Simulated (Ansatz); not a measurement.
# AsH4NTe: the cost of one run

The runs use Ansatz 0.2.0, Gaussian basis; the settings change from run to run.

### 1 The molecule

The structure was relaxed beforehand with PBE0-D4 in a triple-zeta def2 set. Te takes a core potential in def2 sets; no spin-orbit term is included.

7 atoms, charge 0, spin multiplicity 1.

Atoms are counted from 1 here; the program's logs count them from 0.

Bond lengths: N1–As2 1.841 Å, N1–H4 1.012 Å, N1–H5 1.011 Å, As2–Te3 2.615 Å, As2–H6 1.520 Å, Te3–H7 1.659 Å. Angles: As2–N1–H4 111.4°, As2–N1–H5 115.3°, H4–N1–H5 108.9°, N1–As2–Te3 106.7°, N1–As2–H6 94.1°, Te3–As2–H6 92.6°, As2–Te3–H7 94.8°.

### 2 LC-wPBE/def2-SVP

This run has multiplicity 3, atoms shaken by 0.03 Å, high accuracy, the search for lower states set to light.

Contents of in.yaml:

```yaml
crystal:
  periodic: [false, false, false]
  atoms:
    - {symbol: N, position_ang: [-1.043915, 0.771227, -0.632524]}
    - {symbol: As, position_ang: [-0.682281, -0.083587, 1.004207]}
    - {symbol: Te, position_ang: [1.022122, -1.977402, 0.570654]}
    - {symbol: H, position_ang: [-1.708314, 0.188128, -1.159101]}
    - {symbol: H, position_ang: [-0.255951, 0.955071, -1.175958]}
    - {symbol: H, position_ang: [0.384742, 0.978567, 1.386637]}
    - {symbol: H, position_ang: [2.228275, -0.872762, 0.039723]}
basis:
  gaussian: {orbitals: def2-SVP}
magnetization: {spin_polarized: true, initial_magnetization: 2}
hamiltonian: {xc: {name: LC-wPBE}}
accuracy: high
scf: {lower_state_search: light}
```

Launch:

```
$ ansatz run in.yaml --threads 2 --pin off --events-out ev --progress --plain --max-ram 4352MiB
```

**Question.** How long does this run take on 2 threads of Arm Neoverse V1, shared host, and how much memory does it need?

About 18 s, with a peak of 0.43 GiB.
